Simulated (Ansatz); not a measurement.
# Ru (hcp type): the cost of one run

Program: Ansatz 0.2.0. Level of theory: DFT, PBE, PAW with Ansatz's default frozen-core files, scalar-relativistic. These are calculated values, not measurements.

### 1 The structure to begin with

Symmetry: P6_3/mmc, No. 194, hexagonal system. Conventional cell: a = 2.697 Å, b = 2.697 Å, c = 4.370 Å, α = 90.00°, β = 90.00°, γ = 120.00°. Ru (site symmetry -6m2) has 12 Ru at 2.68 to 2.70 Å as nearest neighbours.

Coordinates:

```
CELL_PARAMETERS angstrom
2.69744 0.00000 0.00000
-1.34872 2.33605 0.00000
0.00000 0.00000 4.36985
ATOMIC_POSITIONS crystal
Ru 0.33333 0.66667 0.25000
Ru 0.66667 0.33333 0.75000
```

Atoms are numbered in the order of the input: Ru1, Ru2.

### 2 Bulk cell relaxed, PAW

Contents of input.yaml:

```yaml
crystal:
  lattice:
    - [2.6974396414, 0.0, 0.0]
    - [-1.3487198207, 2.3360512546, 0.0]
    - [0.0, 0.0, 4.3698522191]
  atoms:
    - { symbol: Ru, position: [0.3333333333, 0.6666666667, 0.25] }
    - { symbol: Ru, position: [0.6666666667, 0.3333333333, 0.75] }
kpoints:
  mp_grid: { grid: [18, 18, 10] }
scf:
  occupations: { method: fermi_dirac, width: 0.08 }
hamiltonian:
  xc: pbe
  pseudopotentials: { kind: paw }
output:
  forces: true
  stress: true
  write_density: true
  write_potential: true
  elf: true
  volumetric_format: npy
relax:
  f_tol: 0.005
  max_steps: 40
  cell: {}
```

Started as:

```console
$ ansatz run input.yaml --threads 1 --pin off --max-ram 3584MiB --backend cpu --events-out ev --progress --plain --runs-dir out
```

**Question.** How long does this run take on 1 thread of Intel Xeon Platinum 8488C (Sapphire Rapids), shared host, and how much memory does it need?

About 25 s, with a peak of 0.47 GiB.
